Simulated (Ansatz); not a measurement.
# Ga2H6S2: how energies converge with the basis set

One table from this session's results is given with a row withheld; the runs are named, their logs left out.

Method: one geometry, several basis sets; program: Ansatz 0.2.0, Gaussian basis.

Levels to be run: PBE0-D4/def2-SVP; ωB97M-V/def2-SVP; PBE0-D4/def2-QZVPP; ωB97M-V/def2-QZVPP; the functionals' def2-TZVPP values are taken from earlier runs.

## The relaxed structure

An earlier PBE0-D4 in a triple-zeta def2 set relaxation fixed the geometry.

SMILES `[SH+]1[GaH2-][SH+][GaH2-]1`, 10 atoms, charge 0, spin multiplicity 1.

Atoms are counted from 1 here; the program's logs count them from 0.

Bond lengths: S1–Ga2 2.404 Å, S1–Ga4 2.404 Å, S1–H5 1.343 Å, Ga2–S3 2.404 Å, Ga2–H6 1.559 Å, Ga2–H7 1.560 Å, S3–Ga4 2.404 Å, S3–H8 1.343 Å, Ga4–H9 1.559 Å, Ga4–H10 1.560 Å. Angles: Ga2–S1–Ga4 84.2°, Ga2–S1–H5 95.9°, Ga4–S1–H5 95.9°, S1–Ga2–S3 94.5°, S1–Ga2–H6 105.2°, S1–Ga2–H7 108.4°, S3–Ga2–H6 105.2°, S3–Ga2–H7 108.4°, H6–Ga2–H7 129.5°, Ga2–S3–Ga4 84.2°, Ga2–S3–H8 95.9°, Ga4–S3–H8 95.9°, S1–Ga4–S3 94.5°, S1–Ga4–H9 105.2°, S1–Ga4–H10 108.4°, S3–Ga4–H9 105.2°, S3–Ga4–H10 108.4°, H9–Ga4–H10 129.5°.

The first run:

Contents of in.yaml:

```yaml
crystal:
  periodic: [false, false, false]
  atoms:
    - {symbol: S, position_ang: [-0.542065, 1.329630, -1.015540]}
    - {symbol: Ga, position_ang: [0.733145, -0.687089, -1.306165]}
    - {symbol: S, position_ang: [0.474872, -1.401503, 0.974346]}
    - {symbol: Ga, position_ang: [-1.195427, 0.324527, 1.067897]}
    - {symbol: H, position_ang: [0.465206, 2.058906, -0.508101]}
    - {symbol: H, position_ang: [-0.182553, -1.634516, -2.138548]}
    - {symbol: H, position_ang: [2.226654, -0.296894, -1.533851]}
    - {symbol: H, position_ang: [1.475243, -0.653687, 1.468273]}
    - {symbol: H, position_ang: [-2.545395, -0.395112, 0.770078]}
    - {symbol: H, position_ang: [-0.826581, 1.304640, 2.224612]}
basis:
  gaussian: {orbitals: def2-SVP}
hamiltonian: {xc: pbe0, dispersion: d4}
output: {orbitals: {seedname: orbitals}}
```

Started as:

```
$ ansatz run in.yaml --threads 4 --pin off --events-out ev --progress --plain --max-ram 11315MiB
```

Among the steps run: PBE0-D4 in def2-SVP; ωB97M-V in def2-SVP; PBE0-D4 in def2-QZVPP; ωB97M-V in def2-QZVPP.

One of the session's tables, all rows but one given; the rest of the session is left out.

It belongs to the step «Functionals by basis». 

```
functional       basis  HOMO (eV)
   PBE0-D4    def2-SVP      -8.10
   PBE0-D4  def2-TZVPP      -8.08
   PBE0-D4  def2-QZVPP      -8.08
   ωB97M-V    def2-SVP     -10.13
   ωB97M-V  def2-TZVPP     -10.15
   ωB97M-V  def2-QZVPP          ?
```

**Question.** Estimate the row for ωB97M-V, def2-QZVPP.

As computed: HOMO (eV): -10.14. In the column «HOMO (eV)» it lies between ωB97M-V, def2-TZVPP (-10.15) and ωB97M-V, def2-SVP (-10.13).
